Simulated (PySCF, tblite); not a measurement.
**C₂H₁₁B₂NSi: geometry, infrared bands and NMR shifts**

What infrared bands and NMR shifts should C₂H₁₁B₂NSi (`BBCCN[SiH3]`) show?

Programs: tblite 0.8.0 and PySCF 2.14.0, with density-fitted response routines of our own. Each step states its level of theory. These are calculated values for one molecule in the gas phase, unless marked as measured. Atoms are numbered from 0 throughout.

### 1 The starting structure

17 atoms, charge 0, multiplicity 1; geometry from: force field or distance geometry start.

Bonds of the start (Å): B0–B1 1.69, B1–C2 1.59, C2–C3 1.49, C3–N4 1.41, N4–Si5 1.75, B0–H6 1.19, B0–H7 1.19, B1–H8 1.18, C2–H9 1.10, C2–H10 1.13, C3–H11 1.12, C3–H12 1.15, N4–H13 1.04, Si5–H14 1.46, Si5–H15 1.47, Si5–H16 1.49.

### 2 Optimising the geometry with GFN2-xTB

Job settings and geometry (Å):

```
{"job": {"kind": "relax", "xc": "GFN2-xTB", "basis": "xTB"}, "charge": 0, "multiplicity": 1}
B      2.774100    -0.662500     0.156100
B      2.019500     0.839400     0.009100
C      0.464500     0.934600    -0.296800
C     -0.048200    -0.453300    -0.448300
N     -1.422300    -0.633400    -0.718300
Si    -2.577600     0.006300     0.426300
H      3.609600    -0.757500     0.995700
H      2.126500    -1.648100    -0.035500
H      2.522200     1.727900     0.609500
H     -0.029100     1.424300     0.549900
H      0.302200     1.517800    -1.252500
H      0.517500    -1.041700    -1.217400
H      0.187500    -0.981800     0.540200
H     -1.686300    -0.626400    -1.725900
H     -2.710700     1.459900     0.475500
H     -3.882200    -0.602000     0.147000
H     -2.174300    -0.491500     1.775600
```

Started as:

```console
OMP_NUM_THREADS=1 python probes_run.py task.json out
```

One launch serves the whole session: the jobs run in the order shown.

**Question.** This job is followed by: GFN2-xTB harmonic vibrations, gas phase; GIAO PBE0/pcSseg-1 NMR shielding, non-relativistic, gas phase. What will the session give for the following? strongest single infrared mode (GFN2-xTB); zero-point energy (GFN2-xTB); 13C shifts against TMS (PBE0/pcSseg-1); 1H shifts against TMS (PBE0/pcSseg-1, means over atoms taken as alike); 11B shifts against BF3·OEt2 (PBE0/pcSseg-1); 15N shifts against NH3 (PBE0/pcSseg-1); 29Si shifts against TMS (PBE0/pcSseg-1); surface potential, 1st and 99th percentile.

**Answer**, as computed:

```
                                                              quantity                                    value
                             strongest single infrared mode (GFN2-xTB)                    2273 cm⁻¹, 387 km/mol
                                          zero-point energy (GFN2-xTB)                            79.1 kcal/mol
                                13C shifts against TMS (PBE0/pcSseg-1)                           50.1, 47.1 ppm
1H shifts against TMS (PBE0/pcSseg-1, means over atoms taken as alike)  10.20, 9.67, 4.68, 2.96, 2.06, 0.12 ppm
                           11B shifts against BF3·OEt2 (PBE0/pcSseg-1)                         106.7, 105.6 ppm
                                15N shifts against NH3 (PBE0/pcSseg-1)                                 39.6 ppm
                               29Si shifts against TMS (PBE0/pcSseg-1)                                -59.7 ppm
                                 surface potential, 1st and 99th percentile                       -1.03 V and 1.48 V
```

Relaxing lowered the energy by 1.135 eV in 107 steps; the close pair that moved most is B0–B1, from 1.687 to 1.621 Å. All 45 modes are real, so the xTB geometry is a minimum. The strongest single mode, at 2273 cm⁻¹, moves mainly H15. Unscaled tight-binding wavenumbers are off by several per cent, some by more. Its intensities can rank the bands wrongly. At PBE0/pcSseg-1: The largest span, 279 ppm, is at B0, where the paramagnetic term is -203 ppm. By nearest atom (PBE0/pcSseg-1), the HOMO sits on N4 57 %; H14 9 % and the LUMO on B0 51 %; H6, H7 about 14 % each.
